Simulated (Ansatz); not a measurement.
# C2H5ClMg, SMILES C[CH2][Mg][Cl]: a rigid scan of one bond length

Program: Ansatz 0.2.0 through its Python package.

The cells in order, each with its output:

**Cell 1**
```python
import ansatz as az
import numpy as np
```

**Cell 2**
```python
system = (
    az.Crystal.molecule()
    .atom("C", [-0.5177, 0.9746, 0.291])
    .atom("C", [0.1801, -0.237, 0.6881])
    .atom("Mg", [0.6449, -1.3776, -1.095])
    .atom("Cl", [1.2926, -2.623, -3.027])
    .atom("H", [-1.4946, 0.7304, -0.2738])
    .atom("H", [-0.826, 1.6325, 1.1773])
    .atom("H", [0.0967, 1.6313, -0.3918])
    .atom("H", [1.1583, 0.058, 1.2127])
    .atom("H", [-0.4458, -0.8353, 1.4014])
)
```

**Cell 3**
```python
symbols = [site.symbol for site in system.cartesian_sites]
start = np.array([site.position_ang for site in system.cartesian_sites])
axis = (start[6] - start[0]) / np.linalg.norm(start[6] - start[0])
moving = [6]
lengths, energies = [0.96, 1.04, 1.13, 1.24, 1.41, 1.69, 2.03, 2.48], []
for length in lengths:
    xyz = start.copy()
    xyz[moving] += (length - np.linalg.norm(start[6] - start[0])) * axis
    point = az.Crystal.molecule()
    for symbol, place in zip(symbols, xyz):
        point = point.atom(symbol, place.tolist())
    job = (
        point.calculation()
        .basis(gaussian="6-31G*")
        .functional("r2scan")
    )
    summary = job.run(threads=1).report
    energies.append(summary["free_energy_ev"])
    print(f"r = {length:6.3f} A  E = {energies[-1]:.5f} eV  <S^2> = {abs(summary['mean_field']['state']['spin_squared']):.3f}")

print("energy above the lowest point (eV):", [round(e - min(energies), 3) for e in energies])
```
Output:
```text
r =  0.960 A  E = -20119.80076 eV  <S^2> = 0.000
r =  1.040 A  E = -20120.15372 eV  <S^2> = 0.000
r =  1.130 A  E = -20120.20396 eV  <S^2> = 0.000
r =  1.240 A  E = -20119.97593 eV  <S^2> = 0.000
r =  1.410 A  E = -20119.33533 eV  <S^2> = 0.000
r =  1.690 A  E = -20118.12718 eV  <S^2> = 0.000
r =  2.030 A  E = -20116.85768 eV  <S^2> = 0.000
r =  2.480 A  E = -20115.64256 eV  <S^2> = 0.000
energy above the lowest point (eV): [0.403, 0.05, 0.0, 0.228, 0.869, 2.077, 3.346, 4.561]
```

Reading the output:
- Total energies depend on the basis set; only differences at equal settings carry meaning.
- The rest of the molecule is held rigid at a force-field or estimated start geometry, and the basis set is modest; single-reference methods fail as a bond breaks.
- The orbitals are restricted, so S² is zero by construction.
- Toward dissociation an unrestricted state can lie under the restricted one, by tenths of an eV for polar bonds under a functional and by 1 to 2 eV or more for others.
- Run time: 40 s on 1 thread of Arm Neoverse V1 (shared host), peak memory 0.21 GiB.
